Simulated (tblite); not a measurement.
# CH10B2O2Si2: the cost of one run

Computed with tblite 0.8.0 and PySCF 2.14.0, with density-fitted response routines of our own, on a single molecule in the gas phase. Atoms count from 0, in the outputs and in this text.

### Step 1. The starting structure

17 atoms, charge 0, multiplicity 1; geometry from: force field or distance geometry start.

Bonds of the start (Å): C0–Si1 1.87, Si1–O2 1.73, O2–B3 1.45, B3–B4 1.67, B4–O5 1.47, O5–Si6 1.73, C0–H7 1.11, C0–H8 1.11, C0–H9 1.12, Si1–H10 1.48, Si1–H11 1.46, B3–H12 1.20, B4–H13 1.18, Si6–H14 1.47, Si6–H15 1.48, Si6–H16 1.47.

### Step 2. Geometry optimisation with GFN2-xTB

What the job is given:

```
{"job": {"kind": "relax", "xc": "GFN2-xTB", "basis": "xTB"}, "charge": 0, "multiplicity": 1}
C     -1.630000     1.631100     0.266500
Si    -2.255300    -0.061400    -0.220700
O     -0.937500    -1.031000    -0.796600
B     -0.251600    -1.546600     0.367500
B      1.135500    -0.822500     0.942400
O      1.576900     0.454500     0.369400
Si     2.739500     0.065800    -0.844500
H     -1.081800     2.086400    -0.581000
H     -0.958900     1.551300     1.145000
H     -2.508400     2.275500     0.532600
H     -2.916100    -0.705000     0.938400
H     -3.248600     0.080700    -1.281600
H     -0.598800    -2.579000     0.861300
H      1.708200    -1.285500     1.859400
H      2.106500    -0.737900    -1.895300
H      3.864600    -0.672800    -0.236100
H      3.248900     1.308300    -1.436500
```

Run with:

```bash
$ OMP_NUM_THREADS=1 python probes_run.py task.json out
```

This one command runs all jobs of the session in turn.

Q: Estimate the wall time and peak memory of this first job on 1 thread of Arm Neoverse V1, shared host.

About 1.1 s, with a peak of 0.18 GiB.
